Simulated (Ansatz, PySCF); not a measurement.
**Eu2O3 in two programs**

Eu2O3 (singlet in the valence; each metal's 4f electrons, 6 of them, lie in its core potential, out of spins and levels), relaxed with PySCF 2.14.0, RKS BP86, Eu lcecp-1-SVP with ECP52, O def2-SVP; non-relativistic Hamiltonian with scalar-relativistic core potentials where named; density fitting; no spin-orbit coupling:

```xyz
5

Eu    0.5474    0.0347    2.0703
Eu    0.5474    0.0347   -2.0703
O     0.9929    0.0630    0.0000
O    -1.3139   -0.0834    2.3260
O    -1.3139   -0.0834   -2.3260
```

There the HOMO–LUMO gap is 1.92 eV. The 4f levels lie in the core potential and are missing.

The same geometry by Ansatz 0.2.0 (PBE, PAW with the 4f shell of lanthanides and the 5f shell of actinides in the valence, a periodic box with 9 Å of vacuum; gaps over both spins; site moments in spheres, but by Gaussian weights under spin-orbit coupling, so that the two can't be compared; unpaired electrons at the start: 12, along z under spin-orbit coupling; the open shells may stand above their lowest state):

```csv
spin-orbit coupling,U on f (eV),gap (eV),spin moment on Eu1 (μB),orbital moment of its f shell (μB),largest force component (eV/Å)
without,0,0.15,5.78,–,0.56
```

What does the run without spin-orbit coupling and with U = 5 eV give?

gap (eV): 0.81, spin moment on Eu1 (μB): 5.83, largest force component (eV/Å): 0.21. It took 3.6 min on 2 threads of Arm Neoverse N1, with other jobs on the host, peak memory 1.1 GiB.

Semilocal functionals tend to give orbital moments well under those of Hund's rules.

Without U the plane-wave gap ends on 4f levels, which the Gaussian run lacks; U moves filled and empty 4f levels apart, though the lowest empty ones can remain 4f.

The spin-orbit runs use fully relativistic datasets of their own, so changes of a few hundredths of an eV needn't come from the coupling.

A frequency check found unstable modes (1, the lowest at -58 cm⁻¹), so the relaxed geometry is probably a saddle point. An lcecp potential fixes the number of 4f electrons, so in runs with it no electron can move into or out of that shell.
